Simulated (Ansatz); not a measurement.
This was printed by a script on the Python package of Ansatz (0.2.0), for a ladder of basis sets of H5NSeSi (charge +1), SMILES [NH2+][SiH2][SeH]. What did the script look like? Settings (for the species named): PBE0, cc-pVDZ basis, multiplicity 2. The script varies basis: cc-pVDZ, cc-pVTZ.

```yaml
atoms:
  - { symbol: N, position_ang: [-1.0558, -0.6096, 0.4718] }
  - { symbol: Si, position_ang: [0.1425, 0.6004, -0.0754] }
  - { symbol: Se, position_ang: [1.8624, -0.4591, -1.1335] }
  - { symbol: H, position_ang: [-1.8448, -0.0777, 0.9021] }
  - { symbol: H, position_ang: [-1.4343, -1.0677, -0.3871] }
  - { symbol: H, position_ang: [-0.4993, 1.5423, -1.0046] }
  - { symbol: H, position_ang: [0.6622, 1.3352, 1.0874] }
  - { symbol: H, position_ang: [2.1672, -1.2637, 0.1393] }
```

`python run_basis.py` gives:
```text
cc-pVDZ          84 orbitals  reference   -2748.001262 Ha  total   -2748.001262 Ha
cc-pVTZ         177 orbitals  reference   -2748.112366 Ha  total   -2748.112366 Ha
cc-pVDZ        lies    3.0233 eV above cc-pVTZ
cc-pVTZ        lies    0.0000 eV above cc-pVTZ
```

One script that gives this output:

The script, `run_basis.py`:
```python
"""How the energy of H5NSeSi(+) converges with the basis."""

from dataclasses import dataclass

import ansatz as az


@dataclass
class RunConfig:
    functional: str = "pbe0"
    charge: int = 1


cfg = RunConfig()

geometry_ang = [
    ("N", (-1.0558, -0.6096, 0.4718)),
    ("Si", (0.1425, 0.6004, -0.0754)),
    ("Se", (1.8624, -0.4591, -1.1335)),
    ("H", (-1.8448, -0.0777, 0.9021)),
    ("H", (-1.4343, -1.0677, -0.3871)),
    ("H", (-0.4993, 1.5423, -1.0046)),
    ("H", (0.6622, 1.3352, 1.0874)),
    ("H", (2.1672, -1.2637, 0.1393)),
]
h5nsesi = az.Crystal.molecule()
for symbol, xyz in geometry_ang:
    h5nsesi = h5nsesi.atom(symbol, xyz)

model = (
    h5nsesi.calculation()
    .functional(cfg.functional)
    .charge(cfg.charge)
    .spin("collinear", total=1)
)

energies = {}
for basis in ["cc-pVDZ", "cc-pVTZ"]:
    r = model.basis(gaussian=basis).run().report
    size = r["n_frozen"] + r["n_occupied"][0] + r["n_virtual"][0]
    energies[basis] = (r["reference_energy_ev"] / 27.211386246, r["free_energy_ev"] / 27.211386246)
    print(f"{basis:14s} {size:4d} orbitals  reference {energies[basis][0]:14.6f} Ha  total {energies[basis][1]:14.6f} Ha")

last = energies["cc-pVTZ"][1]
for basis, (_, total) in energies.items():
    print(f"{basis:14s} lies {27.211386 * (total - last):9.4f} eV above cc-pVTZ")
```

Against cc-pVDZ: cc-pVTZ -111.1 mHa. The last step alone is -111.10 mHa. From the first set to the last the time grows from 14.0 to 61.1 s.

The drop along the ladder measures the basis error, and is no property of the molecule. The geometry is a force-field or estimated start, not a minimum of this method, and the last set is no limit. Much of the fall in a total is atomic energy, which cancels in bond and reaction energies. The species is open-shell (spin multiplicity 2). For Al to Cl the sets with a tight d function, cc-pV(X+d)Z, are usual. It ran for 76 s on 1 thread of Arm Neoverse V1, with other jobs on the host, peak memory 0.83 GiB.
